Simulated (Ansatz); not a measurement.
# Ti3Sb2Se3: the cost of one run

Method: DFT PBE, scalar-relativistic, plane waves, PAW, unless a step names another level, in Ansatz 0.2.0.

## (1) The structure to begin with

It takes space group P-3m1 (No. 164, trigonal). The conventional cell has a = 3.550 Å, b = 3.550 Å, c = 16.707 Å, α = 90.00°, β = 90.00°, γ = 120.00°. Ti (site symmetry 3m) is surrounded by 3 Se at 2.54 Å and 3 Sb at 2.88 Å. Around Ti (site symmetry -3m) lie 6 Se at 2.57 Å. Sb (site symmetry 3m) has 3 Ti at 2.88 Å as nearest neighbours. Around Se (site symmetry -3m) lie 6 Ti at 2.54 Å. Around Se (site symmetry 3m) lie 3 Ti at 2.57 Å.

Structure file:

```xyz
8
Lattice="3.5500 0.0000 0.0000 -1.7750 3.0744 0.0000 0.0000 0.0000 16.7071" Properties=species:S:1:pos:R:3 pbc="T T T"
Ti    1.7750    1.0248    1.5020
Ti    0.0000    2.0496   15.2051
Ti    0.0000    0.0000    8.3536
Sb    0.0000    2.0496    3.5213
Sb    1.7750    1.0248   13.1858
Se    0.0000    0.0000    0.0000
Se    0.0000    2.0496    9.8999
Se    1.7750    1.0248    6.8072
```

It came out lowest among 17 distinct ends of the trial cells. At a tolerance of 0.05 Å it has space group P-3m1 (No. 164).

## (2) Tight relaxation for the response runs, on the response runs' mesh and smearing

input.yaml reads:

```yaml
crystal:
  lattice:
    - [3.5499623097, 0.0, 0.0]
    - [-1.7749811548, 3.0743575427, 0.0]
    - [0.0, 0.0, 16.7071183311]
  atoms:
    - { symbol: Ti, position: [0.6666666667, 0.3333333333, 0.089902148] }
    - { symbol: Ti, position: [0.3333333333, 0.6666666667, 0.910097852] }
    - { symbol: Ti, position: [0.0, 0.0, 0.5] }
    - { symbol: Sb, position: [0.3333333333, 0.6666666667, 0.2107652381] }
    - { symbol: Sb, position: [0.6666666667, 0.3333333333, 0.7892347619] }
    - { symbol: Se, position: [0.0, 0.0, 0.0] }
    - { symbol: Se, position: [0.3333333333, 0.6666666667, 0.5925561633] }
    - { symbol: Se, position: [0.6666666667, 0.3333333333, 0.4074438367] }
basis:
  ecutwfc: 420
kpoints:
  mp_grid: { grid: [12, 12, 2] }
hamiltonian:
  xc: pbe
scf:
  occupations: { method: gaussian, width: 0.1 }
output:
  forces: true
  stress: true
  eigenvalues: true
relax:
  adjacent_minimum: "off"
  f_tol: 0.001
  max_steps: 60
  cell: { stress_tol: 0.01 }
```

Run with:

```sh
> ansatz run input.yaml --threads 3 --pin off --max-ram 7680MiB --backend cpu --events-out ev --progress --plain --runs-dir out
```

What time and memory should one allow on 3 threads of Intel Xeon at 2.70GHz, shared host?

About 47 s, with a peak of 0.84 GiB.
